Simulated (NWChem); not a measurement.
**Plane-wave run on NaI (space group Fm-3m)**

```xyz
2
Lattice="0.0000 3.2187 3.2187 3.2187 0.0000 3.2187 3.2187 3.2187 0.0000" Properties=species:S:1:pos:R:3 pbc="T T T"
Na     0.0000     0.0000     0.0000
I      3.2187     3.2187     3.2187
```

The numbers come from NWChem runs, not from measurements. Origin of the cell: Materials Project cell, not relaxed here.

Norm-conserving pseudopotentials with valence charges Na 1, I 7, fixed occupations, no spin-orbit coupling, density cut at twice the wavefunction cutoff.

The filled d shells of I are in the core.

The program generates the PBEsol runs' potentials with LDA.

Level: PBEsol, default library, cutoff 30 Ha, density from a 4×4×4 mesh. Bands run along Γ–X–U|K–Γ–L–W–X with k in units of the cell's reciprocal vectors.

Give the band energies at the labelled points, in eV from the valence-band top.


```json
[
 {"point": "Γ", "k": "0.000 0.000 0.000", "band 1": "-11.16", "band 2": "0.00", "band 3": "0.00", "band 4": "0.00", "band 5": "3.43", "band 6": "7.98"},
 {"point": "X", "k": "0.500 0.000 0.500", "band 1": "-10.76", "band 2": "-1.96", "band 3": "-0.76", "band 4": "-0.76", "band 5": "4.51", "band 6": "5.55"},
 {"point": "U", "k": "0.625 0.250 0.625", "band 1": "-10.76", "band 2": "-1.68", "band 3": "-1.37", "band 4": "-0.62", "band 5": "5.23", "band 6": "6.71"},
 {"point": "K", "k": "0.375 0.375 0.750", "band 1": "-10.76", "band 2": "-1.68", "band 3": "-1.37", "band 4": "-0.62", "band 5": "5.23", "band 6": "6.71"},
 {"point": "L", "k": "0.500 0.500 0.500", "band 1": "-10.85", "band 2": "-2.23", "band 3": "-0.29", "band 4": "-0.29", "band 5": "4.96", "band 6": "7.50"},
 {"point": "W", "k": "0.500 0.250 0.750", "band 1": "-10.76", "band 2": "-1.45", "band 3": "-1.45", "band 4": "-0.95", "band 5": "5.90", "band 6": "7.52"}
]
```
Bands up to 4 are filled.
